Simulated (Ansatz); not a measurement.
**CH3F3SeTi: up Jacob's ladder to CCSD(T)**

An exercise on one series of results from a longer session: the logs are not shown, and one member is left open.

The runs use Ansatz 0.2.0, Gaussian basis; functionals in def2-TZVPP, the program's frozen cores in correlated methods.

Levels to be run: LDA (SPW92), PBE-D4, revPBE-D4, BLYP-D4, r2SCAN-D4, B97M-V, PBE0-D4, B3LYP-D4, r2SCANh-D4, r2SCAN0-D4, HSE06-D4, BHLYP-D4, CAM-B3LYP-D4, LC-ωPBE, ωB97X-V, ωB97M-V, B2PLYP, PBE-QIDH; CCSD(T)/def2-SVP; MP2/def2-TZVPP; MP2/def2-QZVPP; RPA on PBE.

**The geometry**

An earlier PBE0-D4 in a triple-zeta def2 set relaxation fixed the geometry.

SMILES `C[Se][Ti]([F])([F])[F]`, 9 atoms, charge 0, spin multiplicity 1.

Atoms are counted from 1 here; the program's logs count them from 0.

Bond lengths: C1–Se2 1.967 Å, C1–H7 1.088 Å, C1–H8 1.088 Å, C1–H9 1.088 Å, Se2–Ti3 2.389 Å, Ti3–F4 1.751 Å, Ti3–F5 1.751 Å, Ti3–F6 1.742 Å. Angles: Se2–C1–H7 106.2°, Se2–C1–H8 110.1°, Se2–C1–H9 110.1°, H7–C1–H8 109.7°, H7–C1–H9 109.7°, H8–C1–H9 111.0°, C1–Se2–Ti3 93.0°, Se2–Ti3–F4 107.7°, Se2–Ti3–F5 107.7°, Se2–Ti3–F6 106.7°, F4–Ti3–F5 107.9°, F4–Ti3–F6 113.3°, F5–Ti3–F6 113.3°.

The first run:

Contents of in.yaml:

```yaml
crystal:
  periodic: [false, false, false]
  atoms:
    - {symbol: C, position_ang: [1.115976, -0.873829, 0.748391]}
    - {symbol: Se, position_ang: [1.263603, 0.874934, -0.141029]}
    - {symbol: Ti, position_ang: [-1.046628, 0.904354, -0.746847]}
    - {symbol: F, position_ang: [-1.985151, 0.773724, 0.725786]}
    - {symbol: F, position_ang: [-1.361772, -0.521660, -1.713125]}
    - {symbol: F, position_ang: [-1.318805, 2.394367, -1.607632]}
    - {symbol: H, position_ang: [2.110180, -1.107026, 1.124639]}
    - {symbol: H, position_ang: [0.414809, -0.812613, 1.578045]}
    - {symbol: H, position_ang: [0.807787, -1.632240, 0.031770]}
basis:
  gaussian: {orbitals: def2-TZVPP}
hamiltonian: {xc: lda}
output: {orbitals: {seedname: orbitals}}
```

Command:

```console
$ ansatz run in.yaml --threads 4 --pin off --events-out ev --progress --plain --max-ram 11315MiB
```

Among the steps run: LDA; PBE-D4 (GGA); revPBE-D4 (GGA); BLYP-D4 (GGA); r2SCAN-D4 (meta-GGA); B97M-V (meta-GGA); B3LYP-D4 (hybrid); r2SCANh-D4 (hybrid); r2SCAN0-D4 (hybrid); HSE06-D4 (hybrid); BHLYP-D4 (hybrid); CAM-B3LYP-D4 (range-separated); LC-ωPBE (range-separated); ωB97X-V (range-separated); ωB97M-V (range-separated); B2PLYP (double hybrid); PBE-QIDH (double hybrid).

One table of the session follows, with a row left open; its other results are not shown here.

It belongs to the step «Orbital energies across the functionals». 

| functional | HOMO (eV) | LUMO (eV) | gap (eV) |
| --- | --- | --- | --- |
| LDA (SPW92) | -6.46 | -4.14 | 2.32 |
| PBE-D4 | -6.27 | -3.84 | 2.42 |
| revPBE-D4 | -6.20 | -3.74 | 2.45 |
| BLYP-D4 | -6.13 | -3.75 | 2.38 |
| r2SCAN-D4 | -6.53 | -3.80 | 2.74 |
| B97M-V | -6.58 | -3.78 | 2.80 |
| PBE0-D4 | -7.41 | -2.91 | 4.49 |
| B3LYP-D4 | -7.20 | -3.18 | 4.02 |
| r2SCANh-D4 | -6.95 | -3.43 | 3.52 |
| r2SCAN0-D4 | -7.58 | -2.87 | 4.71 |
| HSE06-D4 | -7.01 | -3.29 | 3.72 |
| BHLYP-D4 | -8.41 | -1.81 | 6.59 |
| CAM-B3LYP-D4 | ? | ? | ? |
| LC-ωPBE | -9.91 | -0.66 | 9.24 |
| ωB97X-V | -9.59 | -0.68 | 8.91 |
| ωB97M-V | -9.48 | -0.69 | 8.79 |

Q: Estimate the row for CAM-B3LYP-D4 from the others.

The run gave: HOMO (eV): -8.66; LUMO (eV): -1.82; gap (eV): 6.84. In the column «HOMO (eV)» it lies between ωB97M-V (-9.48) and BHLYP-D4 (-8.41).
